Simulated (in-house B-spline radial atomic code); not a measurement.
# Hg⁵⁺: binding energies from hole states

How much more does a second hole in Hg⁵⁺ cost because of the first?

Method: Dirac-Hartree-Fock, average of configuration, Fermi nucleus, basis-set limit. Code: in-house B-spline radial atomic code version 1.

### 1 Starting point

| Item | Value |
| --- | --- |
| element | mercury (Z = 80) |
| charge | +5 |
| electrons | 75 |
| configuration | [Xe] 4f14 5d7 |
| Hamiltonian | Dirac-Coulomb |
| nucleus | Fermi, rms radius 5.465 fm |

Outer shells as boxes (Hund's rule):

[Xe] 4f14 5d7
```
[Xe] core
4f [↑↓][↑↓][↑↓][↑↓][↑↓][↑↓][↑↓]
5d [↑↓][↑↓][↑ ][↑ ][↑ ]
```

The boxes draw the filling by Hund's rule, which heavy ions in jj coupling don't follow; these runs average over all states of the configuration.

The run's settings:

```ini
Z = 80
electrons = 75.0
configuration = [Xe] 4f14 5d7
hamiltonian = dirac
method = hf
spin_polarised = False
nucleus = fermi
rms_radius = 5.4648
mass_number = 202
atomic_mass = 201.970643604
speed_of_light = 137.035999084
```

The reference is known from an earlier run: -19642.587821 hartree in all. Up to eight levels, counted from the top:

```
orbital  occupation  energy (eV)  <r> (bohr)
  4d5/2           6      -451.63      0.4526
  5s1/2           2      -206.18      0.9058
  4f5/2           6      -190.93      0.4754
  4f7/2           8      -186.56      0.4818
  5p1/2           2      -162.59      0.9669
  5p3/2           4      -142.96       1.048
  5d3/2         2.8      -82.034       1.273
  5d5/2         4.2      -79.662       1.308
```

Single holes known from earlier runs (ΔSCF): 1s 83632.6 eV, 3p1/2 3376.04 eV, 3p3/2 2940.22 eV, 3d3/2 2471.56 eV, 3d5/2 2379.37 eV, 4s 891.74 eV, 4p1/2 768.72 eV, 4p3/2 662.88 eV, 4d5/2 441.83 eV.

### 2 The 4s and 4d5/2 holes

In configurations, a minus sign after the shell means j = l − 1/2 and a plus sign j = l + 1/2; the count of electrons follows.

The run's settings:

```ini
Z = 80
electrons = 73.0
configuration = 1s2 2s2 2p6 3s2 3p6 3d10 4s1 4p6 4d-4 4d+5 4f14 5s2 5p6 5d7
hamiltonian = dirac
method = hf
spin_polarised = False
nucleus = fermi
rms_radius = 5.4648
mass_number = 202
atomic_mass = 201.970643604
speed_of_light = 137.035999084
```

### 3 The 3d5/2 and 4p3/2 holes

Settings: those of step 2 with these lines changed.

```diff
@@ -2,3 +2,3 @@
 electrons = 73.0
-configuration = 1s2 2s2 2p6 3s2 3p6 3d10 4s1 4p6 4d-4 4d+5 4f14 5s2 5p6 5d7
+configuration = 1s2 2s2 2p6 3s2 3p6 3d-4 3d+5 4s2 4p-2 4p+3 4d10 4f14 5s2 5p6 5d7
 hamiltonian = dirac
```

### 4 The 3p3/2 and 4p3/2 holes

The run's settings:

```ini
Z = 80
electrons = 73.0
configuration = 1s2 2s2 2p6 3s2 3p-2 3p+3 3d10 4s2 4p-2 4p+3 4d10 4f14 5s2 5p6 5d7
hamiltonian = dirac
method = hf
spin_polarised = False
nucleus = fermi
rms_radius = 5.4648
mass_number = 202
atomic_mass = 201.970643604
speed_of_light = 137.035999084
```

### 5 The 3p1/2 and 4p1/2 holes

The run's settings:

```ini
Z = 80
electrons = 73.0
configuration = 1s2 2s2 2p6 3s2 3p-1 3p+4 3d10 4s2 4p-1 4p+4 4d10 4f14 5s2 5p6 5d7
hamiltonian = dirac
method = hf
spin_polarised = False
nucleus = fermi
rms_radius = 5.4648
mass_number = 202
atomic_mass = 201.970643604
speed_of_light = 137.035999084
```

### 6 The 3d3/2 and 4s holes

The run's settings:

```ini
Z = 80
electrons = 73.0
configuration = 1s2 2s2 2p6 3s2 3p6 3d-3 3d+6 4s1 4p6 4d10 4f14 5s2 5p6 5d7
hamiltonian = dirac
method = hf
spin_polarised = False
nucleus = fermi
rms_radius = 5.4648
mass_number = 202
atomic_mass = 201.970643604
speed_of_light = 137.035999084
```

### 7 The 1s and 1s holes

Settings: those of step 6 with these lines changed.

```diff
@@ -2,3 +2,3 @@
 electrons = 73.0
-configuration = 1s2 2s2 2p6 3s2 3p6 3d-3 3d+6 4s1 4p6 4d10 4f14 5s2 5p6 5d7
+configuration = 2s2 2p6 3s2 3p6 3d10 4s2 4p6 4d10 4f14 5s2 5p6 5d7
 hamiltonian = dirac
```

What does each hole state cost in eV, and how does that compare with the orbital energies or single holes?

The runs gave:

| two holes | ΔSCF (eV) | less the two single holes (eV) |
| --- | --- | --- |
| 4s and 4d5/2 | 1367.71 | 34.13 |
| 3d5/2 and 4p3/2 | 3082.54 | 40.29 |
| 3p3/2 and 4p3/2 | 3638.81 | 35.71 |
| 3p1/2 and 4p1/2 | 4182.65 | 37.89 |
| 3d3/2 and 4s | 3406.29 | 42.98 |
| 1s and 1s | 168652.9 | 1387.72 |

What this shows: Two holes cost more than the sum of each, because the second electron leaves a more charged ion. The excess runs from 34.1 eV (4s and 4d5/2) to 1387.7 eV (1s and 1s); it tends to be largest where both holes are compact. Two partly filled shells share a symmetry and can mix in the average, which may lower the energy, in these hole states: 4s and 4d5/2; 3d5/2 and 4p3/2; 3p3/2 and 4p3/2; 3p1/2 and 4p1/2; 3d3/2 and 4s; 3d3/2; 3d5/2; 4d5/2. Values are for the free ion, measured from the vacuum level.
